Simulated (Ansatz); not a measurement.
# CdGa2O3: what a guessed cell relaxes into, part 2 of 2

Where does this trial cell of CdGa2O3 go when cell and atoms are let free?

Ansatz 0.2.0; DFT PBE, scalar-relativistic, plane waves, PAW. The steps go on from the part before.

## Step 5: Final relaxation

The end of the coarse run is made exact in the group found at a tolerance of 0.06 Å and reduced to its primitive cell. The moments had died out, so spin is switched off.

Input file input.yaml:

```yaml
crystal:
  lattice:
    - [2.9832535583, 1.7223822449, 2.7535501562]
    - [-2.9832535583, 1.7223822449, 2.7535501562]
    - [0.0, -3.4447644899, 2.7535501562]
  atoms:
    - { symbol: Cd, position: [0.0, 0.0, 0.0] }
    - { symbol: Ga, position: [0.680309037, 0.680309037, 0.680309037] }
    - { symbol: Ga, position: [0.319690963, 0.319690963, 0.319690963] }
    - { symbol: O, position: [0.0, 0.5, 0.0] }
    - { symbol: O, position: [0.5, 0.0, 0.0] }
    - { symbol: O, position: [0.0, 0.0, 0.5] }
basis:
  ecutwfc: 420
kpoints:
  mp_grid: { grid: [12, 12, 12] }
hamiltonian:
  xc: pbe
scf:
  occupations: { method: gaussian, width: 0.1 }
output:
  forces: true
  stress: true
  eigenvalues: true
relax:
  adjacent_minimum: "off"
  f_tol: 0.01
  max_steps: 80
  cell: { stress_tol: 0.05 }
```

On the command line:

```console
ansatz run input.yaml --threads 1 --pin off --max-ram 2560MiB --backend cpu --events-out ev --progress --plain --runs-dir out
```

Standard output:

```text
Warning: RAYON_NUM_THREADS=1 ignored (pool sized by the plan → 1); use --threads N
Engine: ansatz 0.2.0, x86_64-unknown-linux-gnu
Pseudopotentials: kind: paw
Pseudopotential: Cd, paw, valence charge 20, recommended cutoff 420 eV (normal), Cd.paw.azcp
Pseudopotential: Ga, paw, valence charge 13, recommended cutoff 420 eV (normal), Ga.paw.azcp
Pseudopotential: O, paw, valence charge 6, recommended cutoff 420 eV (normal), O.paw.azcp
Functional definition: PBE
  parameter kappa = 0.804
  parameter beta = 0.06672455060314922
  exchange = pbe_x(kappa = kappa, mu = beta*pi^2/3)
  correlation = pbe_c(beta = beta)
Crystal: 6 atoms, lattice volume = 84.891 Å³
Basis set: ecut = 420 eV, 1653 PW (Γ), exchange–correlation on 60×60×60 points (8 copies of the dense FFT grid, shifted against one another)
Bands: 39, of which v1, the nominal top of the filled ones, is band 32 counted from 1 (31 counted from 0)
Symmetry: 12 space group operations
Space group: R-3m (ITA 166), of the structure as read, at distance tolerance 4.4e-5 Å
k-points: 189 of 1728
Non-local potential: Cd, projectors of the file, l = 0: 3, l = 1: 2, l = 2: 2, l = 3: 1
Non-local potential: Ga, projectors of the file, l = 0: 2, l = 1: 2, l = 2: 3, l = 3: 1
Non-local potential: O, projectors of the file, l = 0: 2, l = 1: 2, l = 2: 1
PAW form: soft (Blöchl's): semilocal exchange-correlation on the pseudo side does not see the compensation charge
PAW one-centre angular grid: Cd, 590 points (default); XC on 64 Gauss nodes
PAW one-centre angular grid: Ga, 590 points (default); XC on 64 Gauss nodes
PAW one-centre angular grid: O, 110 points (default); XC on 64 Gauss nodes
Initial density: superposition of atomic densities (neutral atoms: chi_scale 0, normalization atom), corrected by the library's trained network
Initial wavefunctions: pseudopotential atomic-orbital guess
Functional: x = pbe(κ = 0.804, μ = 0.2195149727645171), c = pbe(β = 0.06672455060314922)
SCF iter   1: F=—  HF=-17519.683021 eV  |F-HF|=—  |Δ(HF+E_count)|=         —  Δρ=4.63e-3  dr2=1.15e-2  ethr=1.77e-3  ⟨swp⟩=5.8  Hψ=26254  notcnv=0  defer=115
preconditioner: auto → Kerker (q_TF=auto, 2.603 Å⁻¹)  [metal: Δε(μ)=0.009 eV  Ē_g=14.638 eV  σ=0.100 eV  W_gap=0.05  n_scr=26 (ndim 8)  ℏωp=30.2 eV  f_vac=0.000  D(μ)=1.83/eV (n_scr^D=12)]
SCF iter   2: F=—  HF=-17519.682357 eV  |F-HF|=—  |Δ(HF+E_count)|=   6.64e-4  Δρ=2.30e-3  dr2=3.03e-3  ethr=1.80e-5  ⟨swp⟩=2.3  Hψ=11338  notcnv=0  defer=133
SCF iter   3: F=—  HF=-17519.681946 eV  |F-HF|=—  |Δ(HF+E_count)|=   4.11e-4  Δρ=5.26e-4  dr2=2.44e-4  ethr=4.74e-6  ⟨swp⟩=2.4  Hψ=11956  notcnv=0  defer=133
SCF iter   4: F=—  HF=-17519.681846 eV  |F-HF|=—  |Δ(HF+E_count)|=   9.91e-5  Δρ=2.68e-4  dr2=5.70e-5  ethr=3.81e-7  ⟨swp⟩=2.0  Hψ=11230  notcnv=0  defer=133
SCF iter   5: F=—  HF=-17519.681455 eV  |F-HF|=—  |Δ(HF+E_count)|=   3.91e-4  Δρ=8.46e-5  dr2=6.87e-6  ethr=8.90e-8  ⟨swp⟩=2.0  Hψ=11753  notcnv=0  defer=133
SCF iter   6: F=—  HF=-17519.681456 eV  |F-HF|=—  |Δ(HF+E_count)|=   8.33e-7  Δρ=2.84e-5  dr2=8.30e-7  ethr=1.07e-8  ⟨swp⟩=2.5  Hψ=12422  notcnv=0  defer=133
SCF iter   7: F=—  HF=-17519.681456 eV  |F-HF|=—  |Δ(HF+E_count)|=   1.40e-7  Δρ=1.02e-5  dr2=1.06e-7  ethr=1.30e-9  ⟨swp⟩=2.0  Hψ=12292  notcnv=0  defer=133
SCF iter   8: F=-17519.681456 eV  HF=-17519.681456 eV  |F-HF|=4.81e-9  |Δ(HF+E_count)|=   1.11e-8  Δρ=4.04e-6  dr2=1.45e-8  ethr=1.56e-10  ⟨swp⟩=8.1  Hψ=27070  notcnv=0
SCF 1 converged in 8 iterations: F = -17519.681456 eV  dr2 = 1.45e-8
relax step   1: F+E_penalty+E_count = -17519.68145599 eV  Δ(F+E_penalty+E_count) = +0.000e0 eV  max|allowed force component| = 3.437e-2 eV/Å  Δτ_max = 0.0000 Å  P = +0.193 GPa  Ω = 84.891 Å³  (8 SCF iters, dr2 threshold 1.00e-7 eV, accepted)
Crystal: 6 atoms, lattice volume = 84.966 Å³
Basis set: ecut = 420 eV, 1665 PW (Γ), exchange–correlation on 60×60×60 points (8 copies of the dense FFT grid, shifted against one another)
Initial density: handed on by an earlier stage of this run
Initial wavefunctions: those handed on with the density
iter 1 solved again at ethr=3.68e-8 eV; its pass at ethr=3.10e-3 eV (dr2=2.35e-5 eV) is discarded
SCF iter   1: F=—  HF=-17519.681741 eV  |F-HF|=—  |Δ(HF+E_count)|=         —  Δρ=1.91e-4  dr2=1.99e-5  ethr=3.68e-8  ⟨swp⟩=2.1  Hψ=31038  notcnv=0
preconditioner: auto → Kerker (q_TF=auto, 2.602 Å⁻¹)  [metal: Δε(μ)=0.023 eV  Ē_g=14.611 eV  σ=0.100 eV  W_gap=0.13  n_scr=26 (ndim 8)  ℏωp=30.1 eV  f_vac=0.000  D(μ)=1.79/eV (n_scr^D=12)]
SCF iter   2: F=—  HF=-17519.681353 eV  |F-HF|=—  |Δ(HF+E_count)|=   3.88e-4  Δρ=9.06e-5  dr2=4.77e-6  ethr=3.11e-8  ⟨swp⟩=2.1  Hψ=10399  notcnv=0
SCF iter   3: F=—  HF=-17519.681352 eV  |F-HF|=—  |Δ(HF+E_count)|=   7.57e-7  Δρ=1.72e-5  dr2=2.27e-7  ethr=7.45e-9  ⟨swp⟩=2.0  Hψ=11989  notcnv=0
iter 4 did not close the SCF: its close was put off for the readings that it lacked (scf_convergence_deferred on its scf_iter line)
SCF iter   4: F=-17519.681352 eV  HF=-17519.681352 eV  |F-HF|=1.83e-8  |Δ(HF+E_count)|=   3.95e-8  Δρ=8.46e-6  dr2=7.31e-8  ethr=3.54e-10  ⟨swp⟩=2.0  Hψ=10940  notcnv=0
iter 5 did not close the SCF: its close was put off for the readings that it lacked (scf_convergence_deferred on its scf_iter line)
SCF iter   5: F=-17519.681352 eV  HF=-17519.681352 eV  |F-HF|=1.51e-9  |Δ(HF+E_count)|=   4.65e-9  Δρ=3.79e-6  dr2=1.32e-8  ethr=1.14e-10  ⟨swp⟩=2.0  Hψ=10925  notcnv=0
SCF iter   6: F=-17519.681352 eV  HF=-17519.681352 eV  |F-HF|=2.66e-10  |Δ(HF+E_count)|=  4.91e-10  Δρ=1.31e-6  dr2=1.71e-9  ethr=2.06e-11  ⟨swp⟩=1.8  Hψ=23656  notcnv=0
SCF 2 converged in 6 iterations: F = -17519.681352 eV  dr2 = 1.71e-9
relax step   2: F+E_penalty+E_count = -17519.68135204 eV  Δ(F+E_penalty+E_count) = +1.040e-4 eV  max|allowed force component| = 1.862e-2 eV/Å  Δτ_max = 0.0010 Å  P = +0.062 GPa  Ω = 84.966 Å³  energy of the carried Pulay correction = -2.197e-4 eV  (6 SCF iters, dr2 threshold 1.75e-7 eV, accepted)
Crystal: 6 atoms, lattice volume = 84.983 Å³
iter 1 solved again at ethr=6.93e-8 eV; its pass at ethr=3.10e-3 eV (dr2=4.43e-5 eV) is discarded
SCF iter   1: F=—  HF=-17519.681761 eV  |F-HF|=—  |Δ(HF+E_count)|=         —  Δρ=3.26e-4  dr2=4.51e-5  ethr=6.93e-8  ⟨swp⟩=2.0  Hψ=31289  notcnv=0
preconditioner: auto → Kerker (q_TF=auto, 2.602 Å⁻¹)  [metal: Δε(μ)=0.018 eV  Ē_g=14.606 eV  σ=0.100 eV  W_gap=0.10  n_scr=26 (ndim 8)  ℏωp=30.1 eV  f_vac=0.000  D(μ)=1.79/eV (n_scr^D=12)]
SCF iter   2: F=—  HF=-17519.681381 eV  |F-HF|=—  |Δ(HF+E_count)|=   3.81e-4  Δρ=1.65e-4  dr2=1.22e-5  ethr=6.93e-8  ⟨swp⟩=2.9  Hψ=13333  notcnv=0
SCF iter   3: F=—  HF=-17519.681365 eV  |F-HF|=—  |Δ(HF+E_count)|=   1.60e-5  Δρ=2.32e-5  dr2=3.76e-7  ethr=1.91e-8  ⟨swp⟩=2.0  Hψ=11652  notcnv=0
SCF iter   4: F=—  HF=-17519.681365 eV  |F-HF|=—  |Δ(HF+E_count)|=   3.10e-8  Δρ=1.23e-5  dr2=1.01e-7  ethr=5.87e-10  ⟨swp⟩=2.0  Hψ=11886  notcnv=0
SCF iter   5: F=—  HF=-17519.681365 eV  |F-HF|=—  |Δ(HF+E_count)|=   5.10e-9  Δρ=6.54e-6  dr2=2.85e-8  ethr=1.58e-10  ⟨swp⟩=2.0  Hψ=9284  notcnv=0
SCF iter   6: F=-17519.681365 eV  HF=-17519.681365 eV  |F-HF|=8.26e-10  |Δ(HF+E_count)|=  1.64e-10  Δρ=1.99e-6  dr2=3.82e-9  ethr=3.39e-11  ⟨swp⟩=4.0  Hψ=22203  notcnv=0
SCF 3 converged in 6 iterations: F = -17519.681365 eV  dr2 = 3.82e-9
relax step   3: F+E_penalty+E_count = -17519.68136488 eV  Δ(F+E_penalty+E_count) = -1.284e-5 eV  max|allowed force component| = 6.466e-3 eV/Å  Δτ_max = 0.0024 Å  P = -0.026 GPa  Ω = 84.983 Å³  energy of the carried Pulay correction = -2.705e-4 eV  (6 SCF iters, dr2 threshold 2.17e-8 eV, accepted)
Initial wavefunctions: pseudopotential atomic-orbital guess (no wavefunctions were taken with the density)
iter 1 solved again at ethr=1.48e-7 eV; its pass at ethr=3.10e-3 eV (dr2=9.45e-5 eV) is discarded
SCF iter   1: F=—  HF=-17519.681914 eV  |F-HF|=—  |Δ(HF+E_count)|=         —  Δρ=9.42e-5  dr2=1.99e-7  ethr=1.48e-7  ⟨swp⟩=3.0  Hψ=43250  notcnv=0
preconditioner: auto → Kerker (q_TF=auto, 2.602 Å⁻¹)  [metal: Δε(μ)=0.019 eV  Ē_g=14.607 eV  σ=0.100 eV  W_gap=0.11  n_scr=26 (ndim 8)  ℏωp=30.1 eV  f_vac=0.000  D(μ)=1.79/eV (n_scr^D=12)]
SCF iter   2: F=—  HF=-17519.681590 eV  |F-HF|=—  |Δ(HF+E_count)|=   3.25e-4  Δρ=4.79e-5  dr2=5.24e-8  ethr=3.11e-10  ⟨swp⟩=2.0  Hψ=13458  notcnv=0
SCF iter   3: F=—  HF=-17519.681609 eV  |F-HF|=—  |Δ(HF+E_count)|=   1.90e-5  Δρ=1.50e-5  dr2=5.91e-9  ethr=8.19e-11  ⟨swp⟩=2.3  Hψ=10028  notcnv=0
SCF iter   4: F=—  HF=-17519.681611 eV  |F-HF|=—  |Δ(HF+E_count)|=   2.05e-6  Δρ=5.06e-7  dr2=2.03e-10  ethr=9.24e-12  ⟨swp⟩=2.1  Hψ=10094  notcnv=0
SCF iter   5: F=—  HF=-17519.681611 eV  |F-HF|=—  |Δ(HF+E_count)|=  5.09e-11  Δρ=2.43e-7  dr2=7.48e-11  ethr=1.00e-12  ⟨swp⟩=2.0  Hψ=9261  notcnv=0
SCF iter   6: F=-17519.681611 eV  HF=-17519.681611 eV  |F-HF|=2.55e-11  |Δ(HF+E_count)|=  6.18e-11  Δρ=1.60e-7  dr2=2.74e-11  ethr=1.00e-12  ⟨swp⟩=4.0  Hψ=24683  notcnv=0
SCF 4 converged in 6 iterations: F = -17519.681611 eV  dr2 = 2.74e-11
relax step   4: F+E_penalty+E_count = -17519.68161070 eV  Δ(F+E_penalty+E_count) = -2.458e-4 eV  max|allowed force component| = 6.445e-3 eV/Å  Δτ_max = 0.0000 Å  P = -0.021 GPa  Ω = 84.983 Å³  stress off target by 4.78e-2 GPa  SCF on the basis re-selected at this cell (its energy is not comparable with the rows above)  (6 SCF iters)
basis re-selected at this cell: Δ(F+E_penalty+E_count) = -2.458e-4 eV, ΔP = +0.005 GPa vs the last step (what re-selecting the basis moved, of the pressure what is left beyond the Pulay correction that the steps carried, after the strain that the cell walked since its last selection, with what the two solves' SCF thresholds leave and, on support functions, any second-order correction that the steps lacked; it is no measure of the basis error at this ecutwfc). This SCF's stress stands 4.78e-2 GPa from its target on what of the cell is left free (relax.cell.stress_tol is 5.00e-2 GPa) and its largest allowed force component is 6.45e-3 eV/Å (relax.f_tol is 1.00e-2 eV/Å): within both
SCF converged after 6 iterations
Free energy (F): -17519.681611 eV
Harris-Foulkes:  -17519.681611 eV  (|F-HF|=2.55e-11)
Internal energy: -17519.672668 eV  (E = F + TS)
E sigma→0 (E₀):  -17519.677139 eV
Entropy (-TS):   -0.008943 eV (-1.491 meV/atom)
Fermi energy:    8.529309 eV
--- Per-component energies (eV) ---
  E_band       = -550.224332
  E_kinetic    = 1253.872999
  E_local      = -8309.405638  (includes V_loc(G=0)·N_el)
  E_nonlocal   = 1033.846766
  E_hartree    = 3782.530177
  E_xc         = -531.964708
  E_vxc        = -614.412189  (∫ρ·V_xc dr)
  E_paw        = -8540.370648  (= ΣΔE_a)
  E_vpaw       = -1479.193631  (= ΣTr[D̂ρ^β])
  E_aug_tail   = 0.006830  (compensation charges beyond the density's cutoff)
  E_ewald      = -6208.188447
  E_smearing   = -0.008943  (= −TS)
  E_closure    = -0.000000  (closes the sum)
  Σ components = -17519.681611   (vs F -17519.681611, Δ=0.00e0)
--- Forces (eV/Å), atoms counted from 1 ---
  atom   1  Cd     0.00000000     0.00000000     0.00000000
  atom   2  Ga     0.00000000     0.00000000    -0.00644502
  atom   3  Ga     0.00000000    -0.00000000     0.00644502
  atom   4  O      0.00000000    -0.00000000    -0.00000000
  atom   5  O      0.00000000     0.00000000    -0.00000000
  atom   6  O      0.00000000     0.00000000     0.00000000
  max |Σ_I F_I| component: 1.73e-18 eV/Å
--- Stress (GPa, compression-positive) ---
       -0.007714       0.000000      -0.000000
        0.000000      -0.007714       0.000000
       -0.000000       0.000000      -0.047756
  P = ⅓ Tr σ = -0.0211 GPa (-0.211 kbar)
--- Band table (eV; the first three rows and the last of 189) ---
  k-point 0: bands = ["-92.0973", "-53.2913", "-53.1666", "-53.1666", "-9.6449", "-8.8406", "-8.8406", "-6.0264", "-6.0264", "-6.0223", "-5.9644", "-5.9644", "-5.9523", "-5.9523", "-5.8913", "-5.6836", "-5.6836", "1.4407", "1.4771", "1.8457", "1.8457", "2.4918", "2.4918", "4.1121", "4.6564", "4.6564", "5.3669", "5.3669", "5.8929", "6.9056", "6.9056", "7.1888", "11.4297", "11.6153", "12.0938", "12.0938", "14.3198", "15.6084", "15.6084"]
  k-point 1: bands = ["-92.0973", "-53.2913", "-53.1666", "-53.1666", "-9.6283", "-8.8433", "-8.8414", "-6.0252", "-6.0250", "-6.0207", "-5.9656", "-5.9641", "-5.9516", "-5.9499", "-5.8922", "-5.6902", "-5.6829", "1.2908", "1.5837", "1.8336", "1.8612", "2.3920", "2.4918", "4.0087", "4.6709", "4.8177", "5.3517", "5.3755", "5.9302", "6.9044", "6.9333", "7.1732", "10.9912", "11.8089", "12.2011", "12.3744", "14.4436", "15.5591", "15.5968"]
  k-point 2: bands = ["-92.0973", "-53.2913", "-53.1666", "-53.1666", "-9.5815", "-8.8523", "-8.8436", "-6.0224", "-6.0222", "-6.0143", "-5.9663", "-5.9633", "-5.9497", "-5.9453", "-5.8946", "-5.7092", "-5.6810", "1.1171", "1.6186", "1.8014", "1.8715", "2.2025", "2.4919", "3.8542", "4.7031", "5.1182", "5.3173", "5.3764", "6.0350", "6.9016", "7.0184", "7.1341", "10.3682", "12.1636", "12.5000", "12.7333", "14.7459", "15.4213", "15.6328"]
  k-point 188: bands = ["-92.0973", "-53.2914", "-53.1667", "-53.1667", "-9.0415", "-8.8122", "-8.8122", "-6.0240", "-6.0240", "-5.9837", "-5.9516", "-5.9516", "-5.9473", "-5.9310", "-5.9310", "-5.6369", "-5.6369", "-0.3772", "0.6539", "0.6539", "1.3411", "1.3411", "2.4314", "3.2674", "4.8077", "4.8077", "5.2629", "6.8951", "6.8951", "7.6535", "8.6853", "8.6853", "10.8711", "11.5298", "13.7997", "13.7997", "14.2897", "14.2897", "17.1557"]
--- Relaxed structure (3 steps of the walk, 3 accepted, 1 SCFs on fresh bases) ---
  F+E_penalty+E_count = -17519.68161070 eV   max|allowed force component| = 6.445e-3 eV/Å   (the final SCF, on the basis selected at the relaxed cell)
  cell:  # Å, volume = 84.9832 Å³
    - [2.9848569180675186, 1.723307945122132, 2.7535645523876404]
    - [-2.9848569180675186, 1.723307945122132, 2.7535645523876404]
    - [8.408427290444921e-33, -3.4466158902942645, 2.7535645523563477]
  atoms:
    - { symbol: Cd, position: [1.31249007158427e-20, 1.3124900715842714e-20, 1.3124900715804869e-20] }
    - { symbol: Ga, position: [0.679892481055731, 0.679892481055731, 0.6798924810557309] }
    - { symbol: Ga, position: [0.3201075189442692, 0.3201075189442692, 0.32010751894426914] }
    - { symbol: O, position: [0.0, 0.5, 0.0] }
    - { symbol: O, position: [0.5, 0.0, 0.0] }
    - { symbol: O, position: [0.0, 0.0, 0.5] }
```

It took 2.2 min on 1 thread of Intel Xeon at 2.70GHz, shared host; peak memory 0.73 GiB.

The steps of the relaxation:

```csv
step,E - E(step 1) (eV/cell),largest force component (eV/Å),pressure (GPa),volume (Å³)
1,0.0000,0.0344,0.19,84.89
2,0.0001,0.0186,0.06,84.97
3,0.0001,0.0065,-0.03,84.98
4,-0.0002,0.0064,-0.02,84.98
```

Step 1 is the start. Step 4 repeats the geometry before it on a plane-wave basis chosen anew for that cell, so its energy need not be comparable with the rows above.

Lengths and angles in the start's conventional setting:

|  | before | after | change |
| --- | --- | --- | --- |
| a (Å) | 5.967 | 5.970 | +0.1 % |
| b (Å) | 5.967 | 5.970 | +0.1 % |
| c (Å) | 8.261 | 8.261 | 0.0 % |
| volume (Å³/atom) | 14.15 | 14.16 | +0.1 % |
| shortest distance (Å) | 2.136 | 2.139 | +0.1 % |
| space group (0.01 Å) | R-3m | R-3m | same |

Forces and stress were held to the start's 12 operations: a distortion of lower symmetry was not tested.

## Step 6: Summary of results

This closing draws on all 2 parts. Changes of volume or cell count from the first structure of part 1.

```
                                                              quantity                                                                       value
                                symmetry at the end (tolerance 0.05 Å)                                                  space group R-3m (No. 166)
                                                     conventional cell  a = 5.970 Å, b = 5.970 Å, c = 8.261 Å, α = 90.00°, β = 90.00°, γ = 120.00°
                                                                volume                                                               14.16 Å³/atom
energy over the elements (uncorrected; H, N, O, F and Cl as molecules)                                                               -0.71 eV/atom
                                                       gap on the mesh                                                                none (metal)
```

**Reading.** The space group R-3m (No. 166) is kept, and the volume per atom shrinks by 5.6 % from the first guess. A negative formation energy is needed for stability but isn't enough; other structures and compounds were not set against it here. No finished test with a distortion of lower symmetry is shown, so the end may be a saddle point. Some metallic runs here have no spin polarisation while others do, so their energies compare only roughly. Other magnetic orders were not searched.
